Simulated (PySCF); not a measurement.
# [Yb(NH3)]3+: other functionals and bases at one geometry

An exercise on one series of results from a longer session: the logs are not shown, and one member is left open.

Program: PySCF 2.14.0. Level of theory: several levels, as the steps say, no spin–orbit coupling. These are calculated values, not measurements.

4 further runs of the same task are left out: 2 for a known fault of the program, 1 that didn't finish, 1 set aside as unsound or not needed.

## The starting structure

5 atoms, charge 3, spin multiplicity 1.

Bond lengths: Yb1–N2 2.267 Å, N2–H3 1.051 Å, N2–H4 1.051 Å, N2–H5 1.051 Å. Angles: Yb1–N2–H3 116.3°, Yb1–N2–H4 116.3°, Yb1–N2–H5 116.3°, H3–N2–H4 101.8°, H3–N2–H5 101.8°, H4–N2–H5 101.8°.

As a file:

```xyz
5

Yb    0.0000    0.0000   -0.1134
N     0.0000    0.0000    2.1531
H     0.9419    0.0000    2.6191
H    -0.4710    0.8157    2.6191
H    -0.4709   -0.8158    2.6191
```

Formal oxidation states: Yb +3. Each metal's 13 4f electrons lie in its core potential, so multiplicities, spins and levels count the valence alone. An earlier session relaxed this geometry at r2SCAN, Yb lcecp-1-SVP with ECP59, N def2-SVP, H def2-SVP (singlet, point group C3v).

At r2SCAN on the finer grid: E = -94.561612 Eh, HOMO -27.15 eV, LUMO -20.75 eV, Mulliken charge on Yb1 +2.45 e, largest force component 0.007 eV/Å. 

Levels to run: HF; TPSS; PBE0; revPBE; r2SCAN, TZVP. Hardware: 2 threads of Arm Neoverse V1, shared host.

Set-up of the first run:

run.py (the lines that set the calculation) reads:

```python
mol = gto.M(atom='''
Yb     0.00000     0.00000    -0.11343
N      0.00000     0.00000     2.15309
H      0.94194     0.00004     2.61909
H     -0.47100     0.81572     2.61909
H     -0.47094    -0.81576     2.61909''',
    basis={'Yb': 'lcecp-1-SVP', 'N': 'def2-SVP', 'H': 'def2-SVP'},
    ecp={'Yb': 'lcecp-1-SVP'},
    charge=3, spin=0)
mf = scf.RHF(mol)
mf = mf.density_fit()  # fitting sets: Yb AutoAux, N def2-universal-JKFIT, H def2-universal-JKFIT
mf.conv_tol = 1e-08; mf.max_cycle = 55
mf.kernel(dm0)  # dm0: the density of the relaxed state
```

The run is started by

```sh
$ OMP_NUM_THREADS=2 python run.py
```

Steps of the session up to this table: HF; TPSS; PBE0; revPBE; r2SCAN, TZVP.

One table of the session follows, with a row left open; its other results are not shown here.

| level | HOMO (eV) | gap (eV) | charge on Yb1 (e) | dipole (D) | largest force component (eV/Å) |
| --- | --- | --- | --- | --- | --- |
| r2SCAN (relaxed here) | -27.15 | 6.41 | 2.45 | 4.21 | 0.01 |
| HF | -31.73 | 14.41 | 2.58 | 3.38 | 1.33 |
| TPSS | ? | ? | ? | ? | ? |
| PBE0 | -28.36 | 7.89 | 2.45 | 4.19 | 0.08 |
| revPBE | -26.94 | 5.38 | 2.40 | 4.49 | 0.31 |
| r2SCAN, TZVP | -27.06 | 6.21 | 2.56 | 4.28 | 0.32 |

Estimate the missing values for TPSS.

As computed: HOMO (eV): -27.00; gap (eV): 5.67; charge on Yb1 (e): 2.42; dipole (D): 4.36; largest force component (eV/Å): 0.23. In the column «HOMO (eV)» it lies between r2SCAN, TZVP (-27.06) and revPBE (-26.94).

The dipole of a charged species depends on the origin, so these sizes hold for this origin alone.

In one basis the HOMO–LUMO gap runs from 5.38 eV (revPBE) to 14.41 eV (HF). The largest leftover force, 1.33 eV/Å with HF, stands at a geometry relaxed at another level. With 4f in the core, its levels are missing from HOMO and gap, and its count is fixed, so no charge can pass from the ligands into it. Total energies of different levels can't be compared.
